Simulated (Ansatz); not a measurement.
# WH (octet): the correlation ladder, def2-TZVPP

One table from this session's results is given with a row withheld; the runs are named, their logs left out.

Method: def2-TZVPP, core rule «outside noble gas», up to 4 orbitals frozen; program: Ansatz 0.2.0, Gaussian basis.

The runs, in order: UHF; ROHF; CCSD(T) on UHF.

### The geometry

The geometry is a PBE0/def2-TZVP stationary point (not a proven minimum) of the parent state, kept for this charge and spin. No spin-orbit coupling is included. Elements past krypton take def2 core potentials.

2 atoms, charge 0, spin multiplicity 8.

Atoms are counted from 1 here; the program's logs count them from 0.

Bond lengths: W1–H2 1.713 Å.

The first run:

The input, in.yaml:

```yaml
crystal:
  periodic: [false, false, false]
  atoms:
    - {symbol: W, position_ang: [0.000000, 0.000000, 0.000000]}
    - {symbol: H, position_ang: [0.000000, 0.000000, 1.712600]}
basis:
  gaussian: {orbitals: def2-TZVPP}
magnetization: {spin_polarized: true, initial_magnetization: 7}
hamiltonian: {xc: hf}
output: {orbitals: {seedname: orbitals}}
```

On the command line:

```
> ansatz run in.yaml --threads 1 --pin off --events-out ev --progress --plain --max-ram 4096MiB --backend cpu
```

Among the steps run: UHF; ROHF; CCSD(T) on UHF.

One table of the session follows, with a row left open; its other results are not shown here.

It belongs to the step «Misses and costs». 

| method | from UCCSD(T) (kcal/mol) |
| --- | --- |
| ROHF | ? |
| UHF | +56.05 |
| UMP2 | +7.07 |
| UCCSD | +1.39 |
| UCCSD(T) | 0 |

Q: Estimate the row for ROHF from the others.

As computed: from UCCSD(T) (kcal/mol): +58.81. In the column «from UCCSD(T) (kcal/mol)» it is the highest.
